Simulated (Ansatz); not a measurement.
# GaClF radical: a rigid scan of the bond length Ga2–Cl3

One table from this session's results is given with a row withheld; the runs are named, their logs left out.

The runs use Ansatz 0.2.0, Gaussian basis; single points in def2-TZVPP.

Levels: PBE-D4, r2SCAN-D4, PBE0-D4, B3LYP-D4, wB97M-V, Hartree-Fock, MP2, CCSD, CCSD(T). The scan takes 1.855, 1.919, 2.012, 2.121, 2.241, 2.371, 2.509, 2.653, 2.805 Å.

Correlated methods freeze the cores. Filled d shells of the heavier atoms are correlated. Orbitals are unrestricted. B3LYP uses VWN-RPA correlation.

19 further runs of the same task are left out: 19 set aside as unsound or not needed.

## Where the work starts

The minimum, relaxed at PBE0-D4: SMILES `[F][Ga][Cl]`, 3 atoms, charge 0, spin multiplicity 2.

Atoms are counted from 1 here; the program's logs count them from 0.

Bond lengths: F1–Ga2 1.758 Å, Ga2–Cl3 2.157 Å. Angles: F1–Ga2–Cl3 117.7°.

Coordinates:

```
F    -1.4211    0.2959   -0.7548
Ga    0.0664    0.6496    0.1122
Cl    1.3439   -1.0103    0.6293
```

Energies of the minimum (eV), from earlier single points: PBE-D4 -67605.42929, r2SCAN-D4 -67618.76499, PBE0-D4 -67607.36300, B3LYP-D4 -67622.75671, wB97M-V -67616.86104, CCSD(T) -67565.73525.

At the minimum the bond length Ga2–Cl3 is 2.157 Å.

Set-up of the first run:

ccsdt-tzvpp/in.yaml reads:

```yaml
crystal:
  periodic: [false, false, false]
  atoms:
    - {symbol: F, position_ang: [-1.421132, 0.295865, -0.754813]}
    - {symbol: Ga, position_ang: [0.066353, 0.649595, 0.112183]}
    - {symbol: Cl, position_ang: [1.164780, -0.777561, 0.556830]}
basis:
  gaussian: {orbitals: def2-TZVPP}
magnetization: {spin_polarized: true, initial_magnetization: 1}
correlation: {method: ccsd_t}
scf: {omitted_lower_state_checks: [cluster_reference]}
```

The command line of these runs was not kept.

Among the steps run: Ga2–Cl3 = 1.855 Å; Ga2–Cl3 = 1.919 Å; Ga2–Cl3 = 2.012 Å; Ga2–Cl3 = 2.121 Å; Ga2–Cl3 = 2.241 Å; Ga2–Cl3 = 2.371 Å; Ga2–Cl3 = 2.509 Å; Ga2–Cl3 = 2.653 Å; Ga2–Cl3 = 2.805 Å.

One of the session's tables, all rows but one given; the rest of the session is left out.

Energies less that of the minimum at the same level (eV):

```
bond length (Å)  PBE-D4  PBE0-D4  B3LYP-D4  wB97M-V  Hartree-Fock
          1.855   1.116    1.028     1.133    1.043         1.115
          1.919   0.645    0.572     0.655    0.582         0.621
          2.012       ?        ?         ?        ?             ?
          2.121   0.022    0.010     0.022    0.010         0.010
2.157 (minimum)   0.000    0.000     0.000    0.000         0.000
          2.241   0.013    0.042     0.013    0.043         0.049
          2.371   0.149    0.224     0.152    0.230         0.260
          2.509   0.373    0.495     0.376    0.511         0.576
          2.653   0.632    0.798     0.630    0.828         0.932
          2.805   0.896    1.098     0.883    1.141         1.260
```

Q: Estimate the row for bond length (Å) = 2.012 from the others.

Worked estimate for «PBE-D4». A straight line through the neighbours (1.919, 0.645) and (2.121, 0.022) gives 0.645 + (0.022 − 0.645) × (2.012 − 1.919) / (2.121 − 1.919) = 0.358; a parabola fitted to 4 rows on both sides gives 0.254.

**Answer.** PBE-D4: 0.230; PBE0-D4: 0.182; B3LYP-D4: 0.232; wB97M-V: 0.186; Hartree-Fock: 0.196. In «PBE-D4» the line misses by +0.128 and the parabola by +0.024.

Limits of these values: A polynomial through the near points puts the CCSD(T) minimum 0.002 Å below the PBE0-D4 value.
